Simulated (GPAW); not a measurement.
A run of GPAW 26.7.0:

Contents of run.py:

```python
import json
import numpy as np
from ase.calculators.mixing import SumCalculator
from ase.dft.bandgap import bandgap
from ase.io import read, write
from ase.units import GPa
from dftd3.ase import DFTD3
from gpaw import GPAW, PW

atoms = read('GdO.cif')
atoms.set_initial_magnetic_moments([7.0, 0.0])

calc = GPAW(mode=PW(680),
            xc='PBE',
            kpts={'size': (5, 5, 5), 'gamma': True},
            occupations={'name': 'fermi-dirac', 'width': 0.01},
            nbands=25,
            convergence={'density': 1e-05, 'energy': 1e-05},
            maxiter=150,
            txt='gpaw.txt')
atoms.calc = SumCalculator([calc, DFTD3(method='pbe', damping='d3bjm')])
energy = atoms.get_potential_energy()
forces = atoms.get_forces()
stress = atoms.get_stress()
calc.write('gs.gpw')
write('result.traj', atoms)
print(f'Energy: {energy:.6f} eV')
print('Forces (eV/A):')
print(forces.round(4))
print('Stress (GPa):', (stress / GPa).round(3))
print('Moments:', calc.get_magnetic_moments().round(3))
print('Fermi level:', round(calc.get_fermi_level(), 4), 'eV')
print(f'Gap: {bandgap(calc)[0]:.4f} eV, direct: {bandgap(calc, direct=True)[0]:.4f} eV')

size = (8, 8, 8)
dense = calc.fixed_density(kpts={'size': size, 'gamma': True}, update_fermi_level=True,
                           convergence={'bands': 'CBM+2.0', 'eigenstates': 1e-7}, txt='dense.txt')
ef = dense.get_fermi_level()
index = np.round(dense.get_bz_k_points() * size).astype(int) % size
recip = 2 * np.pi * atoms.cell.reciprocal()
sheets = []
for s, e_kn in enumerate(dense.eigenvalues()):
    for n in range(e_kn.shape[1] - 2):
        if e_kn[:, n].min() < ef < e_kn[:, n].max():
            e = np.empty(size)
            e[tuple(index.T)] = e_kn[dense.get_bz_to_ibz_map(), n] - ef
            de = np.array([(np.roll(e, -1, c) - np.roll(e, 1, c)) * size[c] / 2 for c in range(3)])
            v = np.linalg.norm(np.einsum('vc,cxyz->vxyz', np.linalg.inv(recip), de), axis=0)
            w = np.exp(-(e / 0.1)**2) / (0.1 * np.pi**0.5)
            sheets.append({'spin': s, 'band': n, 'filled': (e < 0).mean(), 'dos': w.mean(), 'bottom': e.min(), 'top': e.max(),
                           'velocity': (w * v).sum() / w.sum() * 1.519267e5, 'slice': e[:, :, 0].round(3).tolist()})
            print(f'spin {s} band {n}: filled share {sheets[-1]["filled"]:.3f}, from {e.min():.3f} to {e.max():.3f} eV,',
                  f'{w.mean():.3f} states/eV, mean velocity {sheets[-1]["velocity"]:.3e} m/s')
print('Fermi level on the dense mesh:', round(ef, 4), 'eV,', len(sheets), 'sheets')
json.dump({'ef': ef, 'sheets': sheets}, open('fermi.json', 'w'))
```

Contents of GdO.cif:

```cif
data_GdO
_cell_length_a 2.80181376
_cell_length_b 2.80181376
_cell_length_c 2.80181376
_cell_angle_alpha 90.00000000
_cell_angle_beta 90.00000000
_cell_angle_gamma 90.00000000
_space_group_name_H-M_alt 'Pm-3m'
_space_group_name_Hall '-P 4 2 3'
_space_group_IT_number 221
loop_
_space_group_symop_operation_xyz
'x,y,z'
'-x,-y,-z'
'-y,x,z'
'y,-x,-z'
'-x,-y,z'
'x,y,-z'
'y,-x,z'
'-y,x,-z'
'x,-y,-z'
'-x,y,z'
'-y,-x,-z'
'y,x,z'
'-x,y,-z'
'x,-y,z'
'y,x,-z'
'-y,-x,z'
'z,x,y'
'-z,-x,-y'
'z,-y,x'
'-z,y,-x'
'z,-x,-y'
'-z,x,y'
'z,y,-x'
'-z,-y,x'
'-z,x,-y'
'z,-x,y'
'-z,-y,-x'
'z,y,x'
'-z,-x,y'
'z,x,-y'
'-z,y,x'
'z,-y,-x'
'y,z,x'
'-y,-z,-x'
'x,z,-y'
'-x,-z,y'
'-y,z,-x'
'y,-z,x'
'-x,z,y'
'x,-z,-y'
'-y,-z,x'
'y,z,-x'
'-x,-z,-y'
'x,z,y'
'y,-z,-x'
'-y,z,x'
'x,-z,y'
'-x,z,-y'
loop_
_atom_site_label
_atom_site_type_symbol
_atom_site_symmetry_multiplicity
_atom_site_Wyckoff_symbol
_atom_site_fract_x
_atom_site_fract_y
_atom_site_fract_z
_atom_site_occupancy
Gd1 Gd 1 a 0.0000000000 0.0000000000 0.0000000000 1
O1 O 1 b 0.5000000000 0.5000000000 0.5000000000 1
```

Potentials or basis: GPAW PAW data sets (gpaw-data 1.2.1), pw.

Run with:

```sh
$ OMP_NUM_THREADS=1 python run.py
```

Hardware: 1 thread of Intel(R) Xeon(R) Platinum 8259CL CPU @ 2.50GHz (Skylake/Cascade Lake), on a shared host.

**Question.** Estimate the wall time of this run.

**Answer.** Run time: 55 s on 1 thread of Intel(R) Xeon(R) Platinum 8259CL CPU @ 2.50GHz (Skylake/Cascade Lake), on a shared host, peak memory 0.24 GiB. Counts: scf iterations 22, plane waves 904, bands 25, k points 10.
